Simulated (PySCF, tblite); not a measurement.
# H8NOSi3 radical: geometry, infrared bands and EPR parameters

Wanted: the infrared bands and EPR parameters of H8NOSi3 radical (`[SiH2]O[SiH2]N[SiH3]`), by calculation.

Programs: tblite 0.8.0 and PySCF 2.14.0, with density-fitted response routines of our own. Each step states its level of theory. These are calculated values for one molecule in the gas phase, unless marked as measured. Atoms count from 0, in the outputs and in this text.

## 1. The molecule as given

13 atoms, charge 0, multiplicity 2; geometry from: force field or distance geometry start.

Bonds of the start (Å): Si0–O1 1.74, O1–Si2 1.72, Si2–N3 1.77, N3–Si4 1.77, Si0–H5 1.48, Si0–H6 1.49, Si2–H7 1.47, Si2–H8 1.48, N3–H9 1.06, Si4–H10 1.49, Si4–H11 1.46, Si4–H12 1.48.

## 2. Optimising the geometry with GFN2-xTB

The job: settings as JSON, then the geometry in Å.

```
{"job": {"kind": "relax", "xc": "GFN2-xTB", "basis": "xTB"}, "charge": 0, "multiplicity": 2}
Si     2.728100     0.839800     0.059500
O      1.082500     0.598800     0.556000
Si     0.537900    -0.737700    -0.375000
N     -1.177700    -0.661200    -0.793800
Si    -2.167300     0.420000     0.193900
H      3.122500    -0.295500    -0.797600
H      2.680500     2.008800    -0.856300
H      0.914000    -1.997000     0.290200
H      1.297700    -0.651300    -1.643800
H     -1.573400    -1.649100    -0.800100
H     -2.403800     1.687400    -0.546900
H     -1.544500     0.650700     1.490800
H     -3.501100    -0.213300     0.344200
```

Run with:

```console
$ OMP_NUM_THREADS=1 python probes_run.py task.json out
```

The driver reads the jobs from task.json and runs them one after another.

Standard output:

```text
step      E/eV     max force
  0    -443.75538    2.966
  1    -443.98924    2.077
  2    -444.18478    1.308
  3    -444.25404    1.080
  4    -444.37347    0.927
  5    -444.43119    0.963
  6    -444.57111    0.786
  7    -444.64294    0.690
  8    -444.68786    0.624
  9    -444.72187    0.514
 10    -444.75604    0.554
 11    -444.78938    0.490
 12    -444.82193    0.508
 13    -444.84456    0.317
 14    -444.85833    0.313
 15    -444.86946    0.279
 16    -444.87777    0.254
 17    -444.88449    0.307
 18    -444.89033    0.302
 19    -444.89537    0.249
 20    -444.89896    0.148
 21    -444.90098    0.119
 22    -444.90444    0.169
 23    -444.90752    0.164
 24    -444.90974    0.106
 25    -444.91099    0.100
 26    -444.91223    0.092
 27    -444.91410    0.126
 28    -444.91675    0.138
 29    -444.91977    0.179
 30    -444.92227    0.177
 31    -444.92429    0.137
 32    -444.92669    0.134
 33    -444.92958    0.167
 34    -444.93244    0.171
 35    -444.93496    0.155
 36    -444.93721    0.150
 37    -444.93950    0.177
 38    -444.94238    0.202
 39    -444.94554    0.158
 40    -444.94733    0.092
 41    -444.94788    0.115
 42    -444.94831    0.084
 43    -444.94887    0.067
 44    -444.95070    0.079
 45    -444.95256    0.108
 46    -444.95542    0.111
 47    -444.95775    0.105
 48    -444.95866    0.085
 49    -444.95973    0.074
 50    -444.96079    0.080
 51    -444.96217    0.089
 52    -444.96332    0.079
 53    -444.96424    0.089
 54    -444.96490    0.065
 55    -444.96542    0.051
 56    -444.96573    0.038
 57    -444.96592    0.038
 58    -444.96612    0.039
 59    -444.96644    0.041
 60    -444.96682    0.048
 61    -444.96714    0.040
 62    -444.96730    0.028
 63    -444.96740    0.028
 64    -444.96755    0.029
 65    -444.96784    0.058
 66    -444.96836    0.087
 67    -444.96908    0.094
 68    -444.96980    0.063
 69    -444.97039    0.075
 70    -444.97084    0.106
 71    -444.97139    0.137
 72    -444.97238    0.101
 73    -444.97647    0.107
 74    -444.97701    0.517
 75    -444.98291    0.184
 76    -444.98581    0.116
 77    -444.98197    0.416
 78    -444.98821    0.080
 79    -444.98909    0.088
 80    -444.99104    0.147
 81    -444.99272    0.097
 82    -444.99890    0.162
 83    -445.00086    0.129
 84    -445.00202    0.077
 85    -445.00232    0.095
 86    -445.00274    0.045
 87    -445.00304    0.059
 88    -445.00351    0.051
 89    -445.00412    0.047
 90    -445.00456    0.050
 91    -445.00490    0.041
 92    -445.00508    0.028
 93    -445.00519    0.030
 94    -445.00530    0.038
 95    -445.00550    0.046
 96    -445.00582    0.048
 97    -445.00620    0.051
 98    -445.00649    0.037
 99    -445.00666    0.027
100    -445.00678    0.028
101    -445.00696    0.029
102    -445.00722    0.039
103    -445.00750    0.038
104    -445.00768    0.034
105    -445.00777    0.022
106    -445.00782    0.023
107    -445.00787    0.024
108    -445.00793    0.033
109    -445.00803    0.040
110    -445.00812    0.034
111    -445.00818    0.016
112    -445.00820    0.007
```

Run time: 0.58 s. Hardware: 1 thread of AMD EPYC 9R45, shared host.

Step by step: (not every step is listed)

| step | energy from step 0 (eV) | largest force (eV/Å) |
| --- | --- | --- |
| 0 | 0.0000 | 2.9661 |
| 1 | -0.2339 | 2.0765 |
| 2 | -0.4294 | 1.3081 |
| 3 | -0.4987 | 1.0796 |
| 4 | -0.6181 | 0.9269 |
| 5 | -0.6758 | 0.9631 |
| 6 | -0.8157 | 0.7862 |
| 7 | -0.8876 | 0.6900 |
| 8 | -0.9325 | 0.6239 |
| 17 | -1.1291 | 0.3073 |
| 26 | -1.1569 | 0.0922 |
| 35 | -1.1796 | 0.1548 |
| 44 | -1.1953 | 0.0790 |
| 53 | -1.2089 | 0.0886 |
| 62 | -1.2119 | 0.0282 |
| 71 | -1.2160 | 0.1366 |
| 80 | -1.2357 | 0.1473 |
| 89 | -1.2487 | 0.0466 |
| 98 | -1.2511 | 0.0371 |
| 107 | -1.2525 | 0.0237 |
| 108 | -1.2525 | 0.0331 |
| 109 | -1.2527 | 0.0402 |
| 110 | -1.2527 | 0.0337 |
| 111 | -1.2528 | 0.0158 |
| 112 | -1.2528 | 0.0068 |

Close pairs (by a distance rule), those that changed most:

| bond | before (Å) | after (Å) | change (Å) |
| --- | --- | --- | --- |
| Si0–O1 | 1.736 | 1.625 | -0.111 |
| O1–Si2 | 1.717 | 1.612 | -0.105 |
| N3–H9 | 1.064 | 1.005 | -0.059 |
| Si2–N3 | 1.768 | 1.728 | -0.040 |
| N3–Si4 | 1.767 | 1.732 | -0.036 |
| Si0–H6 | 1.486 | 1.458 | -0.027 |
| Si4–H10 | 1.487 | 1.467 | -0.020 |
| Si0–H5 | 1.476 | 1.457 | -0.019 |

The end geometry stands in the next job.

## 3. Harmonic vibrations with GFN2-xTB

The job: settings as JSON, then the geometry in Å.

```
{"job": {"kind": "ir", "xc": "GFN2-xTB", "basis": "xTB"}, "charge": 0, "multiplicity": 2}
Si     1.915174     1.204628     0.202900
O      1.508597    -0.315874    -0.200739
Si     0.456918    -1.368024    -0.821801
N     -1.141971    -0.826235    -0.453492
Si    -1.691932     0.624349     0.315712
H      3.296517     1.068037     0.646391
H      1.707350     2.090281    -0.936842
H      0.755873    -2.629793    -0.151187
H      0.657745    -1.398555    -2.272160
H     -1.863224    -1.457693    -0.756172
H     -1.347761     1.800935    -0.490799
H     -1.109495     0.749622     1.654397
H     -3.148182     0.458810     0.384817
```

Standard output:

```text
mode    cm-1     km/mol
  1      32.0      0.44
  2      47.0      1.17
  3      86.9      3.07
  4      91.9      3.53
  5     146.4      2.56
  6     156.4      3.50
  7     264.0     66.80
  8     308.1     14.97
  9     542.0     59.91
 10     560.3      6.17
 11     574.6     17.70
 12     578.6     28.99
 13     585.8    114.06
 14     605.2    129.49
 15     647.8     30.06
 16     675.7     33.05
 17     722.4    236.67
 18     764.4    254.37
 19     781.6    405.45
 20     790.0    288.27
 21     799.4    150.50
 22     836.5    304.53
 23     996.5    164.68
 24    1093.0    542.17
 25    1204.8    284.46
 26    2201.5    273.08
 27    2214.0    460.94
 28    2227.6    343.64
 29    2231.1    239.95
 30    2274.2    364.09
 31    2283.2    293.04
 32    2292.3    353.00
 33    3503.3      0.30
```

It took 0.33 s on 1 thread of AMD EPYC 9R45, shared host.

Which atoms move in the most intense modes:

| cm⁻¹ | km/mol | atoms |
| --- | --- | --- |
| 782 | 405.4 | H11 22 %, H10 20 %, H8 15 %, H7 14 % |
| 836 | 304.5 | H12 17 %, Si4 15 %, H10 13 %, H11 12 % |
| 1093 | 542.2 | O1 76 %, Si2 10 % |
| 2214 | 460.9 | H12 87 % |
| 2228 | 343.6 | H8 80 % |
| 2274 | 364.1 | H6 91 % |
| 2283 | 293.0 | H7 83 % |
| 2292 | 353.0 | H5 93 % |

## 4. EPR parameters: B3LYP/pcH-1

Same as in step 3 but for these lines:

```diff
@@ -1,2 +1,2 @@
-{"job": {"kind": "ir", "xc": "GFN2-xTB", "basis": "xTB"}, "charge": 0, "multiplicity": 2}
+{"job": {"kind": "epr", "basis": "pcH-1"}, "charge": 0, "multiplicity": 2}
 Si     1.915174     1.204628     0.202900
```

Level: UKS B3LYP, pcH-1 on H N O Si, non-relativistic, mean-field spin-orbit, GIAO.

Standard output:

```text
UKS, coarse grid
  cycle   1  E = -1003.21413032  |g| = 6.92e-01
  cycle   2  E = -1002.76000265  |g| = 1.26e+00
  cycle   3  E = -1003.36912304  |g| = 1.32e-01
  cycle   4  E = -1003.37371205  |g| = 7.70e-02
  cycle   5  E = -1003.37586764  |g| = 1.73e-02
  cycle   6  E = -1003.37598992  |g| = 2.44e-03
  cycle   7  E = -1003.37599169  |g| = 6.46e-04
UKS, final grid
  cycle   1  E = -1003.37598688  |g| = 5.48e-04
  cycle   2  E = -1003.37598685  |g| = 6.57e-04
  cycle   3  E = -1003.37598701  |g| = 1.33e-04
  cycle   4  E = -1003.37598701  |g| = 2.44e-05
E = -1003.37598701 Eh   <S^2> = 0.7511 (exact 0.7500)
g shifts (ppm)      1          2          3
  rmc          -149       -149       -149
  gc             38         16         29
  oz_so        -806       -154       2005
  total        -917       -288       1885
hyperfine (MHz)  atom isotope    a_iso     a_fc   dipolar eigenvalues
    0  29Si    -574.76    -575.78   -157.53     78.42     79.11
    1   17O     -18.76     -18.68    -30.19     14.59     15.60
    2  29Si       2.43       2.42     -0.72      0.07      0.65
    3   14N       0.65       0.65     -0.18     -0.03      0.22
    4  29Si     -11.20     -11.20     -0.87      0.34      0.53
    5    1H      92.94      92.93     -8.37      0.52      7.85
    6    1H     102.59     102.58     -8.70      0.68      8.02
    7    1H      -0.90      -0.90     -1.35     -1.09      2.45
    8    1H       3.80       3.80     -1.25     -1.08      2.33
    9    1H      -0.50      -0.50     -0.83     -0.68      1.51
   10    1H       2.67       2.67     -2.28     -1.85      4.13
   11    1H      10.13      10.13     -3.14     -2.24      5.38
   12    1H      10.84      10.84     -0.72     -0.66      1.38
```

Run time: 32 s. Hardware: 1 thread of AMD EPYC 9R45, shared host; peak memory 0.79 GiB.

Principal g values 2.00140, 2.00203, 2.00420; g(iso) = 2.00255, against 2.00232 for a free electron.

Hyperfine couplings; where a row names several nuclei, a(iso) is their mean (it holds for fast rotation or exchange) and the dipolar term the largest among them:

| nuclei | isotope | a(iso) (MHz) | a(iso) (G, at g = 2.0023) | largest dipolar term (MHz) |
| --- | --- | --- | --- | --- |
| Si0 | 29Si | -574.8 | -205.1 | -157.5 |
| H5, H6 | 1H | 97.8 | 34.9 | -8.7 |
| O1 | 17O | -18.8 | -6.7 | -30.2 |
| Si4 | 29Si | -11.2 | -4.0 | -0.9 |
| H10, H11, H12 | 1H | 7.9 | 2.8 | 5.4 |
| Si2 | 29Si | 2.4 | 0.9 | -0.7 |
| H7, H8 | 1H | 1.4 | 0.5 | 2.4 |
| N3 | 14N | 0.7 | 0.2 | 0.2 |
| H9 | 1H | -0.5 | -0.2 | 1.5 |

Mulliken spin populations:

Si0 0.85; O1 0.06; Si2 0.00; N3 0.00; Si4 0.00; H5 0.04; H6 0.04; H7 0.00; H8 0.00; H9 0.00; H10 0.00; H11 0.00; H12 0.01

In first order the couplings over 0.8 MHz of 1H give 36 distinct lines over 79.3 G, if the averaged nuclei exchange fast.

Orbitals, density, ELF and potential are computed afterwards from the orbital file.

ELF in a plane through or near 7 of the atoms.

Values, 10 rows by 14 columns:
```
0.00 0.00 0.00 0.00 0.00 0.00 0.00 0.00 0.00 0.00 0.00 0.00 0.00 0.00
0.00 0.00 0.00 0.00 0.00 0.00 0.00 0.00 0.00 0.00 0.00 0.00 0.00 0.00
0.00 0.00 0.00 0.01 0.22 0.61 0.12 0.04 0.18 0.06 0.06 0.07 0.00 0.00
0.00 0.01 0.18 0.25 0.29 0.77 0.58 0.38 0.58 0.26 0.99 0.99 0.21 0.00
0.00 0.08 0.82 0.90 0.30 0.13 0.23 0.12 0.30 0.14 1.00 1.00 0.41 0.00
0.00 0.01 0.32 0.11 0.39 0.79 0.76 0.47 0.43 0.60 0.02 0.05 0.00 0.00
0.00 0.00 0.00 0.00 0.37 0.60 0.26 0.22 0.68 0.99 0.82 0.00 0.00 0.00
0.00 0.00 0.00 0.00 0.00 0.06 0.36 0.33 0.03 0.07 0.02 0.00 0.00 0.00
0.00 0.00 0.00 0.00 0.00 0.01 0.06 0.08 0.01 0.00 0.00 0.00 0.00 0.00
0.00 0.00 0.00 0.00 0.00 0.00 0.00 0.00 0.00 0.00 0.00 0.00 0.00 0.00
```
The map spans 12.0 Å across and 10.2 Å up, centred on the molecule. Atoms in the plane (x, y in Å): Si0 (-2.1, 1.0), O1 (-1.4, -0.5), Si2 (-0.2, -1.5), N3 (1.3, -0.7), Si4 (1.6, 1.0), H9 (2.1, -1.3), H12 (3.0, 1.1).

On the surface of density 0.002 e/bohr³ the electrostatic potential runs, from the 1st to the 99th percentile, from -0.61 V near O1 to 1.86 V near H9.

The spin density lies nearest to Si0 62 %; H5 12 %; H6 9 %; O1 9 %.

## 5. What came out

| quantity | value |
| --- | --- |
| strongest single infrared mode (GFN2-xTB) | 1093 cm⁻¹, 542 km/mol |
| zero-point energy (GFN2-xTB) | 47.3 kcal/mol |
| g(iso) (B3LYP) | 2.00255 |
| ⟨S²⟩ | 0.751 (exact 0.75) |
| largest a(iso) (averaged by class) | 29Si on Si0, -574.8 MHz |
| surface potential, 1st and 99th percentile | -0.61 V and 1.86 V |

What this shows: Over 112 steps the energy fell by 1.253 eV; of the close pairs, Si0–O1 changed most, 1.736 to 1.625 Å. No mode is imaginary among the 33: a minimum at this level. The strongest single mode, at 1093 cm⁻¹, moves mainly O1. Unscaled tight-binding wavenumbers are off by several per cent, some by more. Its intensities can rank the bands wrongly. Most of the unpaired spin sits on Si0 (0.85 e). The isotropic g lies 0.2 ppt above the free-electron value.
